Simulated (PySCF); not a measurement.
**SnSiH6O (SMILES [SiH3][O][SnH3]): levels of theory compared**

We compute a comparison of 6 runs (HF/STO-3G, B2PLYP/def2-SVP, BHLYP/def2-SVP, M06-2X/def2-SVP, M06-L/def2-SVP, wB97X/def2-SVP) of SnSiH6O. Input form: a Python script.

The results are computed with PySCF 2.14.0.

1 further run of the same task is left out (set aside as unsound or not needed).

### 1 The structure to begin with

The species is SnSiH6O (9 atoms), meant as a singlet with charge 0. SMILES: `[SiH3][O][SnH3]`. The Si1–H5 distance was set to 2.674 Å, away from the relaxed value. At this shape a bond of the SMILES string is far longer than usual.

Bond lengths: Si1–O2 1.627 Å, O2–Sn3 1.963 Å, Si1–H4 1.492 Å, Si1–H6 1.492 Å, Sn3–H7 1.699 Å, Sn3–H8 1.705 Å, Sn3–H9 1.705 Å. Angles: Si1–O2–Sn3 136.6°, O2–Si1–H4 111.4°, O2–Si1–H6 111.4°, O2–Sn3–H7 103.7°, O2–Sn3–H8 106.7°, O2–Sn3–H9 106.7°, H4–Si1–H6 107.4°, H7–Sn3–H8 113.3°, H7–Sn3–H9 113.3°, H8–Sn3–H9 112.3°.

### 2 The energy at HF/STO-3G (run 1)

run.py reads:

```python
from pyscf import gto, scf

system = gto.M(
    atom='''
Si  -1.087097   0.388066  -0.094127
O    0.170003  -0.485534   0.456673
Sn   0.457503  -1.863934   1.824073
H   -2.165597  -0.490134  -0.634327
H   -0.233000   2.004100  -2.046400
H   -1.689197   1.219166   0.988873
H    2.114103  -2.218034   1.697573
H   -0.545597  -3.179134   1.412373
H    0.030503  -1.166634   3.319673
''',
    max_memory=1860,
    basis='sto-3g',
    charge=0,
    verbose=3,
)

mf = scf.RHF(system)
mf.conv_tol = 1e-10
mf.kernel()
if not mf.converged:
    mf = mf.newton().run(mf.mo_coeff, mf.mo_occ)

e_tot = mf.e_tot
print('Final energy', e_tot)
```

Run with:

```
OMP_NUM_THREADS=1 python run.py
```

The log of the run:

```text
converged SCF energy = -6326.01302773246
Final energy -6326.013027732455
```

Wall time 1 s (1 thread of Intel Xeon at 2.70GHz, shared host); peak memory 0.12 GiB.

### 3 A single-point energy at B2PLYP/def2-SVP (core potential) (run 2)

run.py reads:

```python
from pyscf import gto, dft, mp

mol = gto.M(
    atom='''
Si    -2.054316     0.733338    -0.177874
O      0.321259    -0.917526     0.862987
Sn     0.864555    -3.522325     3.446998
H     -4.092385    -0.926219    -1.198704
H     -0.440306     3.787200    -3.867136
H     -3.192120     2.303890     1.868699
H      3.995076    -4.191477     3.207948
H     -1.031029    -6.007693     2.668998
H      0.057642    -2.204619     6.273273
''',
    ecp={'Sn': 'def2-svp'},
    basis='def2-svp',
    verbose=3,
    unit='bohr',
    max_memory=1860,
    charge=0,
)

mf = dft.RKS(mol, xc='0.53*HF + 0.47*B88, 0.73*LYP')
mf.grids.level = 5
mf.conv_tol = 1e-10
mf.kernel()
if not mf.converged:
    mf = mf.newton().run(mf.mo_coeff, mf.mo_occ)

pt = mp.MP2(mf, frozen=10).run()
etot = mf.e_tot + 0.27 * pt.e_corr
print('PT2 part  %.8f' % (0.27 * pt.e_corr))
print(f'total energy: {etot:.8f} hartree')
```

Run with:

```
OMP_NUM_THREADS=1 python run.py
```

The log of the run:

```text
converged SCF energy = -581.736145610843
E(RMP2) = -582.262982820991  E_corr = -0.526837210147987
E(SCS-RMP2) = -582.271808158528  E_corr = -0.535662547684441
PT2 part  -0.14224605
total energy: -581.87839166 hartree
```

It took 20 s on 1 thread of Intel Xeon at 2.70GHz, shared host; peak memory 0.45 GiB.

### 4 The energy at BHLYP/def2-SVP (core potential) (run 3)

start.xyz reads:

```xyz
9

Si    -1.087097     0.388066    -0.094127
O      0.170003    -0.485534     0.456673
Sn     0.457503    -1.863934     1.824073
H     -2.165597    -0.490134    -0.634327
H     -0.233000     2.004100    -2.046400
H     -1.689197     1.219166     0.988873
H      2.114103    -2.218034     1.697573
H     -0.545597    -3.179134     1.412373
H      0.030503    -1.166634     3.319673
```

job.py reads:

```python
from pyscf import gto, dft

mol = gto.Mole()
mol.atom = 'start.xyz'
mol.ecp = {'Sn': 'def2-svp'}
mol.max_memory = 1860
mol.verbose = 4
mol.basis = 'def2-svp'
mol.spin = 0
mol.charge = 0
mol.build()

ks = dft.RKS(mol)
ks.xc = 'bhandhlyp'
ks.grids.level = 5
ks.conv_tol = 1e-10
ks.kernel()
if not ks.converged:
    ks = ks.newton().run(ks.mo_coeff, ks.mo_occ)

e_final = ks.e_tot
print(f'total energy: {e_final:.8f} hartree')
```

Run with:

```
OMP_NUM_THREADS=1 python job.py
```

The log of the run:

```text
PySCF version 2.14.0

[... 81 lines left out ...]
converged SCF energy = -582.239678651262
total energy: -582.23967865 hartree
```

It took 22 s on 1 thread of Intel Xeon at 2.70GHz, shared host; peak memory 0.45 GiB.

Runs 4 to 5 aren't shown in full; the table further down has their settings and results.

### 5 A single-point energy at wB97X/def2-SVP (core potential) (run 6)

mol.xyz reads:

```xyz
9
H6OSiSn
Si    -1.087097     0.388066    -0.094127
O      0.170003    -0.485534     0.456673
Sn     0.457503    -1.863934     1.824073
H     -2.165597    -0.490134    -0.634327
H     -0.233000     2.004100    -2.046400
H     -1.689197     1.219166     0.988873
H      2.114103    -2.218034     1.697573
H     -0.545597    -3.179134     1.412373
H      0.030503    -1.166634     3.319673
```

job.py reads:

```python
from pyscf import gto, dft

molecule = gto.M(
    atom='mol.xyz',
    ecp={'Sn': 'def2-svp'},
    spin=0,
    max_memory=1860,
    basis='def2-svp',
    verbose=3,
)

ks = dft.RKS(molecule)
ks.xc = 'wb97x'
ks.conv_tol = 1e-10
ks.grids.level = 5
ks.kernel()
if not ks.converged:
    ks = ks.newton().run(ks.mo_coeff, ks.mo_occ)

energy = ks.e_tot
print('Final energy', energy)
```

Run with:

```
OMP_NUM_THREADS=1 python job.py
```

The log of the run:

```text
converged SCF energy = -582.369014754144
Final energy -582.3690147541438
```

It took 32 s on 1 thread of Intel Xeon at 2.70GHz, shared host; peak memory 0.45 GiB.

### 6 All runs side by side

| run | level | core potential | frozen core orbitals | energy (Eh) | dipole moment (D) | HOMO energy (eV) | LUMO energy (eV) | wall time |
| --- | --- | --- | --- | --- | --- | --- | --- | --- |
| 1 | HF/STO-3G | – | – | -6326.013028 | 3.69 | -4.78 | 4.55 | 1 s |
| 2 | B2PLYP/def2-SVP (core potential) | def2-svp | 10 | -581.878392 | 4.87 | -7.25 | -0.86 | 20 s |
| 3 | BHLYP/def2-SVP (core potential) | def2-svp | – | -582.239679 | 4.82 | -7.33 | -1.16 | 22 s |
| 4 | M06-2X/def2-SVP (core potential) | def2-svp | – | -582.228699 | 4.64 | -7.33 | -1.19 | 37 s |
| 5 | M06-L/def2-SVP (core potential) | def2-svp | – | -582.509839 | 4.62 | -5.79 | -2.66 | 40 s |
| 6 | wB97X/def2-SVP (core potential) | def2-svp | – | -582.369015 | 4.83 | -8.63 | -0.02 | 32 s |

### 7 Results

| quantity | value |
| --- | --- |
| run 6: total energy | -582.36901 Eh |
| run 6: dipole moment | 4.83 D |
| run 6: HOMO energy | -8.63 eV |
| run 6: LUMO energy | -0.02 eV |
| run 6: HOMO–LUMO gap | 8.61 eV |

**Reading.** The dipole moment (its size) runs from 3.69 D (HF/STO-3G) to 4.87 D (B2PLYP/def2-SVP). The two ends differ in method and basis and core potential. A double hybrid's value is that of its SCF part. The HOMO–LUMO gap runs from 3.13 eV (M06-L/def2-SVP) to 9.33 eV (HF/STO-3G). Totals of different functionals can't be ranked against each other. Some runs of one species differ in core potentials or relativity; totals across that change don't compare. In run 1 the basis is minimal, so the values are rough. In runs 1, 2, 3, 4, 5, 6 a closed-shell determinant meets a far-stretched bond, which it describes badly. In run 1 relativity is left out where basis or elements ask for it. All runs together took 2.5 min, the longest 40 s.
